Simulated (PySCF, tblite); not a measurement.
**C₅H₂F₃ radical: geometry, infrared bands and EPR parameters**

What infrared bands and EPR parameters should C₅H₂F₃ radical (`C#C/C(F)=C(\F)[CH]F`) show?

Computed with tblite 0.8.0 and PySCF 2.14.0, with density-fitted response routines of our own, on a single molecule in the gas phase. Atoms are numbered from 0 throughout.

## (1) The molecule as given

10 atoms, charge 0, multiplicity 2; geometry from: force field or distance geometry start.

Bonds of the start (Å): C0–C1 1.22, C1–C2 1.40, C2–F3 1.37, C2–C4 1.35, C4–F5 1.34, C4–C6 1.43, C6–F7 1.35, C0–H8 1.06, C6–H9 1.07.

## (2) Relaxing the molecule with GFN2-xTB

The job: settings as JSON, then the geometry in Å.

```
{"job": {"kind": "relax", "xc": "GFN2-xTB", "basis": "xTB"}, "charge": 0, "multiplicity": 2}
C      2.800200    -0.500400    -0.041400
C      1.648500    -0.168800    -0.253400
C      0.319300     0.210000    -0.487700
F      0.057300     0.901600    -1.641400
C     -0.692700    -0.069000     0.358000
F     -0.449700    -0.748000     1.490800
C     -2.044300     0.315300     0.116300
F     -2.995000     0.000400     1.014900
H      3.806000    -0.789300     0.142400
H     -2.440800     0.853000    -0.721000
```

Command:

```bash
$ OMP_NUM_THREADS=1 python probes_run.py task.json out
```

One launch serves the whole session: the jobs run in the order shown.

**Question.** This job is followed by: GFN2-xTB harmonic vibrations, gas phase; UKS B3LYP, pcH-1 on C F H, non-relativistic, mean-field spin-orbit, GIAO. Predict these results of the whole session: strongest single infrared mode (GFN2-xTB); zero-point energy (GFN2-xTB); g(iso) (B3LYP); ⟨S²⟩; largest a(iso); surface potential, 1st and 99th percentile.

The runs gave:

| quantity | value |
| --- | --- |
| strongest single infrared mode (GFN2-xTB) | 1531 cm⁻¹, 182 km/mol |
| zero-point energy (GFN2-xTB) | 32.0 kcal/mol |
| g(iso) (B3LYP) | 2.00362 |
| ⟨S²⟩ | 0.783 (exact 0.75) |
| largest a(iso) | 19F on F7, 79.2 MHz |
| surface potential, 1st and 99th percentile | -0.62 V and 1.76 V |

The optimisation took 36 steps and gained 0.172 eV; among the close pairs (by a distance rule), C4–C6 changed most, from 1.426 to 1.361 Å. No mode is imaginary among the 24: a minimum at this level. The strongest single mode, at 1531 cm⁻¹, moves mainly C6 and C4. GFN2-xTB is a fitted tight-binding method: band positions and strengths are rough. Its intensities can rank the bands wrongly. The largest spin populations lie on C2 (0.51 e), C6 (0.46 e), C0 (0.39 e). The isotropic g lies 1.3 ppt above the free-electron value.
